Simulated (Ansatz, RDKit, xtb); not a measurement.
**C4H9AlFN: ranking a sample of isomers**

A sample of isomers of C4H9AlFN is drawn. Aim: find which of them has the lowest free energy at 298.15 K, then its properties. The sample is small against all isomers, and the most stable one of this formula need not be in it.

The funnel: GFN2-xTB relaxations, single points with a density functional, relaxations at B3LYP-D3(BJ)/def2-SVP, harmonic vibrations (at GFN2-xTB), and a last energy at a higher level. All values are calculated.

### 1 Possible bonding patterns

Isomers were taken from a list of plausible structures; this is a sample, not all of them. That gives 4 candidates.

```csv
label,SMILES,spin
c206,[CH3][AlH2-][N+]#C[C@H](C)F,singlet
c215,C=[C]([AlH][F])N(C)C,singlet
c729,C[NH][Al]([F])[CH]1CC1,singlet
c778,CC#[N+][Al@H-]([CH3])[CH2]F,singlet
```

Candidates are built by distance geometry, with a force field where one applies, in up to four conformers (letters a to d).

**Question.** With final energies at CCSD(T)/def2-SVP + MP2/def2-TZVPP - MP2/def2-SVP, which structure will this search put lowest in free energy, and by what margin?

| quantity | value |
| --- | --- |
| lowest structure found | C[NH][Al]([F])[CH]1CC1, singlet |
| next finalist | C=[C]([AlH][F])N(C)C, singlet, 25.1 kcal/mol higher in G |
| share at equilibrium, among the finalists | 100.0 % |

The lowest structure found is `C[NH][Al]([F])[CH]1CC1`. Among the finalists first place is clear (25.1 kcal/mol); structures outside the list aren't covered. r2SCAN-D4/def2-SVP, B3LYP-D3(BJ)/def2-SVP, HF/def2-SVP and MP2/def2-SVP already put its bonding pattern lowest among the structures in one piece. The search is not exhaustive (a finite list of starts, one conformer a finalist), so a lower isomer can't be ruled out. Only 4 drawn patterns were tried, so whole families of isomers are missing, and the result ranks this sample alone.
